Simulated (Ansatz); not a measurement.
# F3PSi: the cost of one run

Program: Ansatz 0.2.0. Level of theory: DFT r2SCAN, Gaussian basis aug-cc-pV(T+d)Z, and further levels as typed in the inputs. These are calculated values, not measurements.

## (1) The structure to begin with

Bond lengths: Si1–P2 2.257 Å, Si1–F3 1.589 Å, Si1–F4 1.595 Å, Si1–F5 1.576 Å. Angles: P2–Si1–F3 110.5°, P2–Si1–F4 111.3°, P2–Si1–F5 110.3°, F3–Si1–F4 108.9°, F3–Si1–F5 107.6°, F4–Si1–F5 108.2°.

Coordinates:

```xyz
5

Si   -0.0031    0.0073    0.0022
P    -0.0090   -0.0249    2.2591
F     1.4863   -0.0151   -0.5498
F    -0.7418    1.3037   -0.5602
F    -0.7409   -1.2651   -0.5651
```

## (2) Relaxing the atoms: F3PSi

input.yaml reads:

```yaml
relax:
  f_tol: 0.001
  max_steps: 200
crystal:
  periodic: [false, false, false]
  atoms:
    - { symbol: Si, position_ang: [-0.003118, 0.00729, 0.002178] }
    - { symbol: P, position_ang: [-0.008991, -0.024868, 2.259133] }
    - { symbol: F, position_ang: [1.486328, -0.015141, -0.549828] }
    - { symbol: F, position_ang: [-0.741827, 1.30375, -0.560203] }
    - { symbol: F, position_ang: [-0.740887, -1.26506, -0.56511] }
basis:
  gaussian: { orbitals: "aug-cc-pV(T+d)Z.json" }
hamiltonian:
  xc: r2scan
```

On the command line:

```sh
> ansatz run input.yaml --threads 4 --pin off --max-ram 8192MiB --backend cpu --events-out ev --progress --plain --runs-dir out
```

Q: Estimate wall time and peak memory on 4 threads of Arm Neoverse N1, shared host.

About 3.1 min, with a peak of 0.76 GiB.
